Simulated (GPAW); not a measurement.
# CS2 (Cmce) in GPAW: reference runs

Reference runs on CS2: the cell as given and a disturbed copy.

Everything below comes from runs of GPAW 26.7.0. Logs are shortened: lines on timing, memory, paths and dates and some standing lists are left out, and cuts for length are marked. The log counts tension as positive stress, the text compression.

**1. Starting point**

Symmetry: Cmce, No. 64, orthorhombic system. The conventional cell has a = 7.292 Å, b = 5.989 Å, c = 9.851 Å, α = 90.00°, β = 90.00°, γ = 90.00°. S (site symmetry m) is surrounded by 1 C at 1.56 Å. C (site symmetry 2/m) is surrounded by 2 S at 1.56 Å.

The cell comes from a database or a generator and needn't be the stable form of this composition.

**2. Single point, PBE**

Input file run.py:

```python
from ase import Atoms
from ase.dft.bandgap import bandgap
from ase.io import write
from ase.units import Bohr, GPa
from gpaw import GPAW, PW
from gpaw.elf import elf_from_dft_calculation

atoms = Atoms(['S', 'S', 'S', 'S', 'C', 'C'],
              cell=[[3.645788, -2.994314, 0.0],
                    [3.645788, 2.994314, 0.0],
                    [0.0, 0.0, 9.851257]],
              scaled_positions=[[0.181521, 0.818479, 0.886867],
                                [0.318479, 0.681521, 0.386867],
                                [0.681521, 0.318479, 0.613133],
                                [0.818479, 0.181521, 0.113133],
                                [0.5, 0.5, 0.5],
                                [0.0, 0.0, 0.0]],
              pbc=True)

calc = GPAW(mode=PW(800),
            xc='PBE',
            kpts={'size': (6, 6, 3), 'gamma': True},
            occupations={'name': 'fermi-dirac', 'width': 0.05},
            nbands=30,
            convergence={'density': 1e-05, 'energy': 1e-05},
            maxiter=150,
            txt='gpaw.txt')
atoms.calc = calc
energy = atoms.get_potential_energy()
forces = atoms.get_forces()
stress = atoms.get_stress()
calc.write('gs.gpw')
write('result.traj', atoms)
print(f'Energy: {energy:.6f} eV')
print('Forces (eV/A):')
print(forces.round(4))
print('Stress (GPa):', (stress / GPa).round(3))
print('Fermi level:', round(calc.get_fermi_level(), 4), 'eV')
print(f'Gap: {bandgap(calc)[0]:.4f} eV, direct: {bandgap(calc, direct=True)[0]:.4f} eV')

# fields on the real-space grid
write('density.cube', atoms, data=calc.get_pseudo_density() * Bohr**3)
write('potential.cube', atoms, data=calc.get_electrostatic_potential())
write('elf.cube', atoms, data=elf_from_dft_calculation(calc).data)
```

Potentials or basis: GPAW PAW data sets (gpaw-data 1.2.1), pw.

Started as:

```sh
> OMP_NUM_THREADS=1 python run.py
```

gpaw.txt:

```text
__  _  _
 | _ |_)|_||  |
 |__||  | ||/\| - 26.7.0

Input parameters:
  mode=PW(ecut=800.0),
  convergence={'density': 1e-05, 'energy': 1e-05},
  kpts=MonkhorstPack(size=(6, 6, 3), gamma=True),
  maxiter=150,
  nbands=30,
  occupations=Occupations(name='fermi-dirac', width=0.05),
  xc=XC(name='PBE')

Diagonalizing LCAO Hamiltonian
Converting LCAO to pw mode

                   S

                 S
                  C
                  S

        C       S

Atoms  # Å, Bohr magnetons
|   | symbol |        x |         y |        z |    initial magnetic moments |
|---|--------|----------|-----------|----------|-----------------------------|
| 0 |      S | 3.645788 |  1.907252 | 8.736755 | ( 0.0000,  0.0000,  0.0000) |
| 1 |      S | 3.645788 |  1.087062 | 3.811126 | ( 0.0000,  0.0000,  0.0000) |
| 2 |      S | 3.645788 | -1.087062 | 6.040131 | ( 0.0000,  0.0000,  0.0000) |
| 3 |      S | 3.645788 | -1.907252 | 1.114502 | ( 0.0000,  0.0000,  0.0000) |
| 4 |      C | 3.645788 |  0.000000 | 4.925629 | ( 0.0000,  0.0000,  0.0000) |
| 5 |      C | 0.000000 |  0.000000 | 0.000000 | ( 0.0000,  0.0000,  0.0000) |

Unit cell  # Å
| periodic |        x |         y |        z |  lengths |    angles |
|----------|----------|-----------|----------|----------|-----------|
|      yes | 3.645788 | -2.994314 | 0.000000 | 4.717805 | 90.000000 |
|      yes | 3.645788 |  2.994314 | 0.000000 | 4.717805 | 90.000000 |
|      yes | 0.000000 |  0.000000 | 9.851257 | 9.851257 | 78.793055 |

Number of symmetries: 4
Symmetry operations  # r_c * U_cc + t_c -> r_c
|   | kind |            matrix            |
|---|------|------------------------------|
| 0 |  E   |  1, 0, 0,  0, 1, 0,  0, 0, 1 |
| 1 |  C2  |  0, 1, 0,  1, 0, 0,  0, 0,-1 |
| 2 |  σ   |  0,-1, 0, -1, 0, 0,  0, 0, 1 |
| 3 |  i   | -1, 0, 0,  0,-1, 0,  0, 0,-1 |

BZ-sampling:
  Number of BZ points: 108
  Number of IBZ points: 34

  Monkhorst-Pack size: [6, 6, 3]
  Monkhorst-Pack shift: [0.08333333333333333, 0.08333333333333333, 0.0]

K-points  # in reciprocal-cell coordinates
|     |                                coordinates |     weight |
|-----|--------------------------------------------|------------|
|   0 | (  0.00000000,   0.00000000,   0.00000000) | 0.00925926 |
|   1 | (  0.00000000,   0.00000000,   0.33333333) | 0.01851852 |
|   2 | (  0.16666667,  -0.16666667,  -0.33333333) | 0.01851852 |
|   3 | (  0.16666667,  -0.16666667,   0.00000000) | 0.01851852 |
|   4 | (  0.16666667,  -0.16666667,   0.33333333) | 0.01851852 |
|   5 | (  0.16666667,   0.00000000,  -0.33333333) | 0.03703704 |
|   6 | (  0.16666667,   0.00000000,   0.00000000) | 0.03703704 |
|   7 | (  0.16666667,   0.00000000,   0.33333333) | 0.03703704 |
|   8 | (  0.16666667,   0.16666667,   0.00000000) | 0.01851852 |
|   9 | (  0.16666667,   0.16666667,   0.33333333) | 0.03703704 |
| ... |                                            |            |
|  33 | (  0.50000000,   0.50000000,   0.33333333) | 0.01851852 |

Plane wave coefficients: 11094
Cutoff: 800.0 eV

Spin-components: 1 (collinear spins)
Bands:           30
Projectors:      30
Spin-degeneracy: 2
Datatype:        complex128

Parallelization:
  kpt:    1
  domain: 1
  band:   1

Density:
  Valence electrons: 32.0
  Components: 1
  Grid points: [32 32 70]
  Charge: 0.0  # |e|

Potential:
  Grid points: [32 32 70]

species:
  S:
    name:    Sulfur
    Z:       16.0
    valence: 6
    core:    10
    charge:  0.0  # [|e|]
    compensation charges:
      type: gauss
      rc: 0.24  # [Å]
      lmax: 2
    cutoffs:
      filter: 1.77  # [Å]
      core: 1.66  # [Å]
    projectors
    | kind |    occ | energy [eV] | rcut [Å] |
    |------|--------|-------------|----------|
    |   3s |  2.000 |     -17.254 |    0.974 |
    |   3p |  4.000 |      -7.008 |    0.979 |
    |    s |        |       9.957 |    0.974 |
    |    p |        |      20.203 |    0.979 |
    |    d |        |       0.000 |    0.900 |

    Using partial waves for S as LCAO basis

  C:
    name:    Carbon
    Z:       6.0
    valence: 4
    core:    2
    charge:  0.0  # [|e|]
    compensation charges:
      type: gauss
      rc: 0.20  # [Å]
      lmax: 2
    cutoffs:
      filter: 1.14  # [Å]
      core: 1.14  # [Å]
    projectors
    | kind |    occ | energy [eV] | rcut [Å] |
    |------|--------|-------------|----------|
    |   2s |  2.000 |     -13.751 |    0.635 |
    |   2p |  2.000 |      -5.284 |    0.635 |
    |    s |        |      13.461 |    0.635 |
    |    p |        |      21.927 |    0.635 |
    |    d |        |       0.000 |    0.635 |

    Using partial waves for C as LCAO basis

Reference energy: -45485.735821  # eV

eigensolver:
  PPCG
  Converge bands: occupied
  niter=2

density mixing:
  MSR1-Mixer
  Pratt-step length: 0.05
  Maximum mixing coefficient: 0.75
  Old densities: 10
  SVD Regularization: 0.005
  Good broyden scale: 1.0
  Trust region scale: 1.0
  Backstep threshold: 4.0
  History deletion threshold: 6.0
  Fourier metric: weight=20.0, sigma=0.015

occupation numbers:
  Fermi-Dirac:
    width: 0.0500  # eV

poisson solver:
  ecut: 6400.0  # eV

xc functional:
  name: PBE with 2 nearest neighbor stencil

convergence criteria:
[... 6 lines left out ...]
|iter     | |      energy | eigst |  dens |
|---------|-|-------------|-------|-------|
|iter:   1| |  -34.807445 | +0.54 |       |
|iter:   2| |  -34.405082 | -1.22 | -1.00 |
|iter:   3| |  -33.075817 | -1.34 | -1.06 |
|iter:   4| |  -33.070630 | -2.72 | -1.47 |
|iter:   5| |  -33.068588 | -3.08 | -1.84 |
|iter:   6| |  -33.068489 | -4.12 | -2.37 |
|iter:   7| |  -33.068547c| -5.19 | -3.00 |
|iter:   8| |  -33.068549c| -6.62 | -3.78 |
|iter:   9| |  -33.068549c| -7.35 | -4.26 |
|iter:  10| |  -33.068549c| -7.56c| -4.54 |
|iter:  11| |  -33.068549c| -7.97c| -5.04c|

Converged in 11 steps
Energy contributions relative to reference atoms: (reference = -45485.735821)

Energy contributions:
  Kinetic:          39.124232
  Coulomb:         -43.430490
  Zero:              0.407730
  External:          0.000000
  Xc:              -29.170022
  Entropy:          -0.000000
  Spinorbit:         0.000000
  ----------------------------
  Free energy:     -33.068549
  Extrapolated:    -33.068549

dipole moment: (-14.486963, 0.000000, -19.572558)  # |e|*Ang

Fermi level: -0.430
Eigenvalues  # (at kpt = [0.000, 0.000, 0.000])
| band index |      eig [eV] | occ [0-2] |
|------------|---------------|-----------|
|          0 |       -16.759 |     2.000 |
|        ... |               |           |
|          8 |        -4.786 |     2.000 |
|          9 |        -4.746 |     2.000 |
|         10 |        -4.644 |     2.000 |
|         11 |        -4.622 |     2.000 |
|         12 |        -2.313 |     2.000 |
|         13 |        -2.203 |     2.000 |
[... 8 lines left out ...]
|         22 |         5.599 |     0.000 |
|         23 |         5.666 |     0.000 |
|        ... |               |           |
|         29 |         8.204 |     0.000 |

Gap: 3.417 eV
Transition (v -> c):
  (s=0, k=32, n=15, [0.50, 0.50, 0.00]) -> (s=0, k=32, n=16, [0.50, 0.50, 0.00])
No difference between direct/indirect transitions

Forces  # eV/Ang
|       x |        y |        z |
|---------|----------|----------|
| 0.00000 | -0.21526 | -0.22308 |  # S    0
| 0.00000 |  0.21517 | -0.22289 |  # S    1
| 0.00000 | -0.21517 |  0.22289 |  # S    2
| 0.00000 |  0.21526 |  0.22308 |  # S    3
| 0.00000 |  0.00000 |  0.00000 |  # C    4
| 0.00000 |  0.00000 |  0.00000 |  # C    5

Stress tensor  # eV/Ang^3
|        x |         y |         z |
|----------|-----------|-----------|
| 0.000159 |  0.000000 |  0.000000 |
| 0.000000 | -0.004224 |  0.000000 |
| 0.000000 |  0.000000 | -0.004467 |

# Writing to gs.gpw (mode='')
```

Run time: 2.7 min. Hardware: 1 thread of Arm Neoverse V2, shared host; peak memory 0.53 GiB.

What came out:

* Free energy: -33.0685 eV
* Pressure: 0.5 GPa
* Largest force: 0.310 eV/Å
* Band gap on the k mesh: 3.42 eV, direct

Forces on the atoms (eV/Å):
```
S    0.000 -0.215 -0.223
S    0.000  0.215 -0.223
S    0.000 -0.215  0.223
S    0.000  0.215  0.223
C    0.000  0.000  0.000
C    0.000  0.000  0.000
```

Caveat: an odd mesh through Γ misses points on the zone boundary, where band edges often lie.

**3. Single point, PBE (atoms moved at random, drawn with an rms of 0.05 Å)**

Input file run.py:

```python
from ase import Atoms
from ase.dft.bandgap import bandgap
from ase.io import write
from ase.units import GPa
from gpaw import GPAW, PW

atoms = Atoms(['S', 'S', 'S', 'S', 'C', 'C'],
              cell=[[3.645788, -2.994314, 0.0],
                    [3.645788, 2.994314, 0.0],
                    [0.0, 0.0, 9.851257]],
              scaled_positions=[[0.173453, 0.818156, 0.887662],
                                [0.318634, 0.68338, 0.386353],
                                [0.675633, 0.315435, 0.615076],
                                [0.828493, 0.163522, 0.11192],
                                [0.494906, 0.499301, 0.504126],
                                [0.009939, -0.010955, 0.000883]],
              pbc=True)

calc = GPAW(mode=PW(800),
            xc='PBE',
            kpts={'size': (6, 6, 3), 'gamma': True},
            occupations={'name': 'fermi-dirac', 'width': 0.05},
            nbands=30,
            convergence={'density': 1e-05, 'energy': 1e-05},
            maxiter=150,
            txt='gpaw.txt')
atoms.calc = calc
energy = atoms.get_potential_energy()
forces = atoms.get_forces()
stress = atoms.get_stress()
calc.write('gs.gpw')
write('result.traj', atoms)
print(f'Energy: {energy:.6f} eV')
print('Forces (eV/A):')
print(forces.round(4))
print('Stress (GPa):', (stress / GPa).round(3))
print('Fermi level:', round(calc.get_fermi_level(), 4), 'eV')
print(f'Gap: {bandgap(calc)[0]:.4f} eV, direct: {bandgap(calc, direct=True)[0]:.4f} eV')
```

Potentials or basis: GPAW PAW data sets (gpaw-data 1.2.1), pw.

Started as:

```sh
> OMP_NUM_THREADS=1 python run.py
```

gpaw.txt:

```text
__  _  _
 | _ |_)|_||  |
 |__||  | ||/\| - 26.7.0

Input parameters:
  mode=PW(ecut=800.0),
  convergence={'density': 1e-05, 'energy': 1e-05},
  kpts=MonkhorstPack(size=(6, 6, 3), gamma=True),
  maxiter=150,
  nbands=30,
  occupations=Occupations(name='fermi-dirac', width=0.05),
  xc=XC(name='PBE')

Diagonalizing LCAO Hamiltonian
Converting LCAO to pw mode

                   S

                 S
                 C
                  S

        C       S

Atoms  # Å, Bohr magnetons
|   | symbol |         x |         y |        z |    initial magnetic moments |
|---|--------|-----------|-----------|----------|-----------------------------|
| 0 |      S |  3.615196 |  1.930443 | 8.744586 | ( 0.0000,  0.0000,  0.0000) |
| 1 |      S |  3.653131 |  1.092164 | 3.806063 | ( 0.0000,  0.0000,  0.0000) |
| 2 |      S |  3.613224 | -1.078546 | 6.059272 | ( 0.0000,  0.0000,  0.0000) |
| 3 |      S |  3.616676 | -1.991132 | 1.102553 | ( 0.0000,  0.0000,  0.0000) |
| 4 |      C |  3.624668 |  0.013160 | 4.966275 | ( 0.0000,  0.0000,  0.0000) |
| 5 |      C | -0.003704 | -0.062563 | 0.008699 | ( 0.0000,  0.0000,  0.0000) |

Unit cell  # Å
| periodic |        x |         y |        z |  lengths |    angles |
|----------|----------|-----------|----------|----------|-----------|
|      yes | 3.645788 | -2.994314 | 0.000000 | 4.717805 | 90.000000 |
|      yes | 3.645788 |  2.994314 | 0.000000 | 4.717805 | 90.000000 |
|      yes | 0.000000 |  0.000000 | 9.851257 | 9.851257 | 78.793055 |

Number of symmetries: 1
Symmetry operations  # r_c * U_cc + t_c -> r_c
|   | kind |            matrix            |
|---|------|------------------------------|
| 0 |  E   |  1, 0, 0,  0, 1, 0,  0, 0, 1 |

[... 137 lines left out ...]
|iter:   5| |  -32.918346 | -2.91 | -1.59 |
|iter:   6| |  -32.897267 | -3.32 | -1.79 |
|iter:   7| |  -32.897100 | -4.18 | -2.45 |
|iter:   8| |  -32.897056c| -5.01 | -2.88 |
|iter:   9| |  -32.897063c| -5.78 | -3.21 |
|iter:  10| |  -32.897064c| -7.01 | -3.95 |
|iter:  11| |  -32.897064c| -7.83c| -4.35 |
|iter:  12| |  -32.897064c| -7.99c| -4.62 |
|iter:  13| |  -32.897064c| -8.47c| -5.18c|

Converged in 13 steps
Energy contributions relative to reference atoms: (reference = -45485.735821)

Energy contributions:
  Kinetic:          47.032635
  Coulomb:         -49.729534
  Zero:              0.374141
  External:          0.000000
  Xc:              -30.574306
  Entropy:          -0.000000
  Spinorbit:         0.000000
  ----------------------------
  Free energy:     -32.897064
  Extrapolated:    -32.897064

dipole moment: (-0.584713, 10.505472, -19.333741)  # |e|*Ang

Fermi level: -0.427
Eigenvalues  # (at kpt = [0.000, 0.000, 0.000])
| band index |      eig [eV] | occ [0-2] |
|------------|---------------|-----------|
|          0 |       -17.087 |     2.000 |
|        ... |               |           |
|          8 |        -5.023 |     2.000 |
|          9 |        -4.913 |     2.000 |
|         10 |        -4.734 |     2.000 |
|         11 |        -4.600 |     2.000 |
|         12 |        -2.299 |     2.000 |
|         13 |        -2.180 |     2.000 |
[... 8 lines left out ...]
|         22 |         5.525 |     0.000 |
|         23 |         5.877 |     0.000 |
|        ... |               |           |
|         29 |         8.263 |     0.000 |

Gap: 3.443 eV
Transition (v -> c):
  (s=0, k=54, n=15, [0.50, 0.50, 0.00]) -> (s=0, k=54, n=16, [0.50, 0.50, 0.00])
No difference between direct/indirect transitions

Forces  # eV/Ang
|        x |        y |        z |
|----------|----------|----------|
|  0.02022 | -2.60898 | -2.74532 |  # S    0
| -0.04223 | -0.56553 |  0.71949 |  # S    1
| -0.02709 | -0.52358 |  0.63249 |  # S    2
|  0.05186 |  1.41094 |  1.59407 |  # S    3
|  0.06896 |  1.08502 | -1.35284 |  # C    4
| -0.07173 |  1.20208 |  1.15229 |  # C    5

Stress tensor  # eV/Ang^3
|         x |         y |         z |
|-----------|-----------|-----------|
|  0.000258 | -0.000120 | -0.000242 |
| -0.000120 | -0.018809 | -0.021063 |
| -0.000242 | -0.021063 | -0.021566 |

# Writing to gs.gpw (mode='')
```

Run time: 5 min. Hardware: 1 thread of Arm Neoverse V2, shared host; peak memory 0.71 GiB.

Results:

| Item | Value |
| --- | --- |
| Free energy | -32.8971 eV |
| Pressure | 2.1 GPa |
| Largest force | 3.787 eV/Å |
| Band gap on the k mesh | 3.44 eV, direct |

Forces in eV/Å, atoms in the order of the input:
```
S    0.020 -2.609 -2.745
S   -0.042 -0.566  0.719
S   -0.027 -0.524  0.632
S    0.052  1.411  1.594
C    0.069  1.085 -1.353
C   -0.072  1.202  1.152
```

Levels at points of the mesh, in eV from the valence-band top:
```csv
k point,band 14,band 15,band 16,band 17,band 18,band 19
"(0.00, 0.00, 0.00)",-0.35,-0.32,-0.18,3.51,3.60,3.92
"(0.00, 0.50, 0.00)",-0.27,-0.15,-0.12,3.51,3.67,3.73
"(0.50, 0.00, 0.00)",-0.28,-0.16,-0.12,3.51,3.65,3.73
"(0.50, 0.50, 0.00)",-0.47,-0.25,0.00,3.44,3.51,4.19
```

Caveat: an odd mesh through Γ misses points on the zone boundary, where band edges often lie.
